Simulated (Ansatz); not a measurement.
# CH5AlBClO: one species, many methods

The task here is to estimate one member of a computed series from the others.

The runs use Ansatz 0.2.0, Gaussian basis; functionals in def2-TZVPP, the program's frozen cores in correlated methods.

The runs, in order: PBE-D4, r2SCAN-D4, PBE0-D4, B3LYP-D4, ωB97X-V, ωB97M-V, B2PLYP; CCSD(T)/def2-TZVPP; MP2/def2-QZVPP; extrapolation to the limit.

## The relaxed structure

The geometry comes from an earlier relaxation with PBE0-D4 in a triple-zeta def2 set; it is a stationary point, not always the lowest conformer.

SMILES `[CH3][Al]([Cl])[BH]O`, 10 atoms, charge 0, spin multiplicity 1.

Atoms are counted from 1 here; the program's logs count them from 0.

Bond lengths: C1–Al2 1.947 Å, C1–H6 1.095 Å, C1–H7 1.093 Å, C1–H8 1.095 Å, Al2–Cl3 2.123 Å, Al2–B4 2.144 Å, B4–O5 1.356 Å, B4–H9 1.210 Å, O5–H10 0.963 Å. Angles: Al2–C1–H6 110.6°, Al2–C1–H7 112.9°, Al2–C1–H8 110.4°, H6–C1–H7 108.2°, H6–C1–H8 106.6°, H7–C1–H8 108.0°, C1–Al2–Cl3 115.3°, C1–Al2–B4 129.6°, Cl3–Al2–B4 115.1°, Al2–B4–O5 118.4°, Al2–B4–H9 123.9°, O5–B4–H9 117.8°, B4–O5–H10 113.8°.

Set-up of the first run:

in.yaml

```yaml
crystal:
  periodic: [false, false, false]
  atoms:
    - {symbol: C, position_ang: [0.569048, -1.654698, 0.948062]}
    - {symbol: Al, position_ang: [0.372408, -0.375234, -0.506594]}
    - {symbol: Cl, position_ang: [1.496241, -0.810561, -2.254128]}
    - {symbol: B, position_ang: [-0.847572, 1.384210, -0.624474]}
    - {symbol: O, position_ang: [-0.463643, 2.482174, 0.072605]}
    - {symbol: H, position_ang: [1.623377, -1.769449, 1.218983]}
    - {symbol: H, position_ang: [0.016360, -1.365936, 1.845429]}
    - {symbol: H, position_ang: [0.217414, -2.643991, 0.637017]}
    - {symbol: H, position_ang: [-1.854960, 1.462377, -1.289658]}
    - {symbol: H, position_ang: [-1.045673, 3.239907, -0.044244]}
basis:
  gaussian: {orbitals: def2-TZVPP}
hamiltonian: {xc: pbe, dispersion: d4}
output: {forces: true, orbitals: {seedname: orbitals}}
```

Run with:

```sh
> ansatz run in.yaml --threads 4 --pin off --events-out ev --progress --plain --max-ram 10444MiB
```

Among the steps run: PBE-D4 (GGA); r2SCAN-D4 (meta-GGA); PBE0-D4 (hybrid); B3LYP-D4 (hybrid); ωB97X-V (range-separated); ωB97M-V (range-separated); B2PLYP (double hybrid); CCSD(T) in def2-TZVPP; MP2 in def2-QZVPP.

One of the session's tables, all rows but one given; the rest of the session is left out.

It belongs to the step «Atomisation energies». 

| method | atomisation energy (kJ/mol) |
| --- | --- |
| PBE-D4 | 3679.9 |
| r2SCAN-D4 | 3653.3 |
| PBE0-D4 | 3628.9 |
| B3LYP-D4 | ? |
| ωB97X-V | 3636.6 |
| ωB97M-V | 3644.2 |
| B2PLYP | 3589.8 |
| HF/def2-TZVPP | 2744.5 |
| MP2/def2-TZVPP | 3610.8 |
| CCSD/def2-TZVPP | 3487.1 |
| CCSD(T)/def2-TZVPP | 3536.5 |
| MP2/CBS | 3702.4 |
| CCSD(T)/CBS | 3628.1 |

**Question.** Estimate the row for B3LYP-D4.

The run gave: atomisation energy (kJ/mol): 3618.0. In the column «atomisation energy (kJ/mol)» it lies between MP2/def2-TZVPP (3610.8) and CCSD(T)/CBS (3628.1).

To keep in mind: Free atoms (1 C, 1 Al, 1 Cl, 1 B, 1 O, 5 H) were run apart at each level; the atomisation energy is their sum less the molecule, without zero-point or spin-orbit terms.
